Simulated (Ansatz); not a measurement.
# CH3FSn, SMILES [CH3][Sn][F]: a ladder of methods at one geometry

Run with Ansatz's Python interface.

`methods_ch3fsn.py`
```python
# -*- coding: utf-8 -*-
'''One geometry of CH3FSn, method by method.'''

import ansatz as az

BASIS = 'def2-SVP'

GEOMETRY = '''
C    -0.38470    0.41190   -0.31410
Sn    0.30540   -0.63820    1.36210
F     1.72830   -1.79240    0.78010
H    -0.73050   -0.24390   -1.09540
H     0.38620    1.06360   -0.77470
H    -1.26260    1.13490   -0.00420
'''


def main():
    system = az.Crystal.molecule()
    for line in GEOMETRY.strip().splitlines():
        symbol, *xyz = line.split()
        system = system.atom(symbol, [float(v) for v in xyz])

    setup = system.calculation().basis(gaussian=BASIS)

    methods = ['mp2', 'ccsd', 'ccsd_t']
    batch = az.Session.batch([setup.correlation(m).input() for m in methods])
    reports = sorted(batch.plan().execute().molecular_reports, key=lambda each: each['member'])
    print(f'Hartree-Fock reference {reports[0]["reference_energy_ev"] / 27.211386246:.6f} Ha')
    best = reports[-1]['free_energy_ev'] - reports[-1]['reference_energy_ev']
    for method, each in zip(methods, reports):
        gained = each['free_energy_ev'] - each['reference_energy_ev']
        print(f'{method:8s} total {each["free_energy_ev"] / 27.211386246:.6f} Ha  correlation {gained:9.4f} eV  ({100 * gained / best:.1f} % of the last)')


if __name__ == '__main__':
    main()
```

Running `python methods_ch3fsn.py` prints:
```text
Hartree-Fock reference -352.297055 Ha
mp2      total -352.724161 Ha  correlation  -11.6221 eV  (91.6 % of the last)
ccsd     total -352.752330 Ha  correlation  -12.3887 eV  (97.6 % of the last)
ccsd_t   total -352.763389 Ha  correlation  -12.6896 eV  (100.0 % of the last)
```

Caveats:
- Total energies depend on the basis set; only differences at equal settings carry meaning.
- The geometry is a force-field or estimated start, not a minimum of this method, and the basis set is short of its limit. A lower total doesn't mark the better method: functionals have no common bound, and MP2 and coupled cluster aren't variational.
- def2 sets replace the cores of elements past krypton by effective core potentials.
- Inner cores stay frozen; a filled d shell under the valence of the heavier atoms is correlated with it.
